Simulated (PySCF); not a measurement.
F3GeCl, in a box:

```
CELL_PARAMETERS angstrom
12.00000 0.00000 0.00000
0.00000 12.00000 0.00000
0.00000 0.00000 12.00000
ATOMIC_POSITIONS crystal
F 0.39354 0.41001 0.61440
Ge 0.47865 0.44865 0.50814
F 0.60862 0.40110 0.53775
F 0.43425 0.38233 0.39126
Cl 0.47814 0.62117 0.48665
```

Base run:

* Program: PySCF 2.14.0
* Functional: X3LYP
* Dispersion: D4
* Potentials or basis: def2-svp (all-electron)
* k mesh: 1 × 1 × 1
* Occupations: fixed
* Spin: no spin polarisation

Its results: gap between the frontier levels 8.44 eV.

After a change of settings the same cell gave: gap between the frontier levels 6.11 eV. Which change was it?
A. functional from X3LYP to RPBE
B. functional from X3LYP to r2SCAN0
C. functional from X3LYP to BLYP; dispersion from D4 to D3(BJM)

C.

Caveats: this is a molecule in a periodic box at the Γ point, so its band gap is the HOMO-LUMO gap; relativity is left out, which matters for the heavier elements; the basis of atomic orbitals isn't converged, which shifts pressures, moduli and gaps.

Runs at the PBE level aren't shown here.
